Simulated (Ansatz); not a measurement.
From input file to script: Ba₃Na, space group Pm-3m in Ansatz 0.2.0.

```yaml
crystal:
  lattice:
    - [6.232587, 0.0, 0.0]
    - [0.0, 6.232587, 0.0]
    - [0.0, 0.0, 6.232587]
  atoms:
    - { symbol: Na, position: [0.0, 0.0, 0.0] }
    - { symbol: Ba, position: [0.0, 0.5, 0.5] }
    - { symbol: Ba, position: [0.5, 0.0, 0.5] }
    - { symbol: Ba, position: [0.5, 0.5, 0.0] }
basis:
  ecutwfc: 462.593566181796
kpoints:
  mp_grid:
    grid: [7, 7, 7]
hamiltonian:
  xc: pbesol
scf:
  occupations:
    method: fermi_dirac
elastic:
  mode: relaxed_ion
  amplitude: 0.01
```

Notebook, run cell by cell (the value of a cell's last expression is shown):

In [1]:
```python
import warnings

import ansatz as az
import numpy as np
from pymatgen.core import Lattice, Structure
from pymatgen.io.ase import AseAtomsAdaptor
```

In [2]:
```python
XC = "pbesol"
OCCUPATIONS = "fermi_dirac"
MESH = (7, 7, 7)
```

In [3]:
```python
warnings.simplefilter("ignore", az.DeckWarning)
```

In [4]:
```python
pmg_structure = Structure(
    Lattice([(6.232587, 0.0, 0.0), (0.0, 6.232587, 0.0), (0.0, 0.0, 6.232587)]),
    ["Na", "Ba", "Ba", "Ba"],
    [
        (0.0, 0.0, 0.0),
        (0.0, 0.5, 0.5),
        (0.5, 0.0, 0.5),
        (0.5, 0.5, 0.0),
    ],
)
system = az.Crystal.from_ase(AseAtomsAdaptor.get_atoms(pmg_structure))
```

In [5]:
```python
calc = (
    system.calculation()
    .functional(XC)
    .basis(34 * az.Ry)
    .occupations(OCCUPATIONS)
    .kpoints(*MESH)
)
res = calc.elastic(az.ElasticMode.RELAXED_ION, amplitude=0.01).run(threads=1)
elastic = res.elastic

print(np.array2string(np.round(elastic.c_gpa, 1) + 0.0, suppress_small=True))
print("Voigt stress of the unstrained cell (GPa, tension positive):", np.round(elastic.sigma0_gpa, 3) + 0.0)
print("smallest eigenvalue of C:", round(elastic.stability.min_eigenvalue_gpa, 1), "GPa; tensor positive definite:", elastic.stability.min_eigenvalue_gpa > 0)
if elastic.stability.min_eigenvalue_gpa > 0:
    for name, value in elastic.moduli.to_plain().items():
        print(f"{name:14s} {value:9.3f}")
```
```text
[[7.3 6.3 6.3 0.  0.  0. ]
 [6.3 7.3 6.3 0.  0.  0. ]
 [6.3 6.3 7.3 0.  0.  0. ]
 [0.  0.  0.  7.4 0.  0. ]
 [0.  0.  0.  0.  7.4 0. ]
 [0.  0.  0.  0.  0.  7.4]]
Voigt stress of the unstrained cell (GPa, tension positive): [0.704 0.704 0.704 0.    0.    0.   ]
smallest eigenvalue of C: 1.0 GPa; tensor positive definite: True
k_voigt_gpa        6.614
k_reuss_gpa        6.614
k_hill_gpa         6.614
g_voigt_gpa        4.618
g_reuss_gpa        1.099
g_hill_gpa         2.858
youngs_gpa         7.495
poisson            0.311
```

Caveats:
- The cell isn't relaxed first, so the values belong to this volume.
- A positive definite tensor excludes instabilities under uniform strain alone; phonons elsewhere in the zone can still be imaginary.
- The structure comes from a database of computed cells and needn't be a stable or known phase.
- Shear constants of a metal converge slowly with the k-point mesh and can be wrong in sign on a coarse one; the constants belong to the cell that was strained.
- Wall time of the script: 3.6 min on 1 thread of Arm Neoverse V2 (shared host), peak memory 0.85 GiB.

(Lines on the test bed's own set-up are left out of the output.)
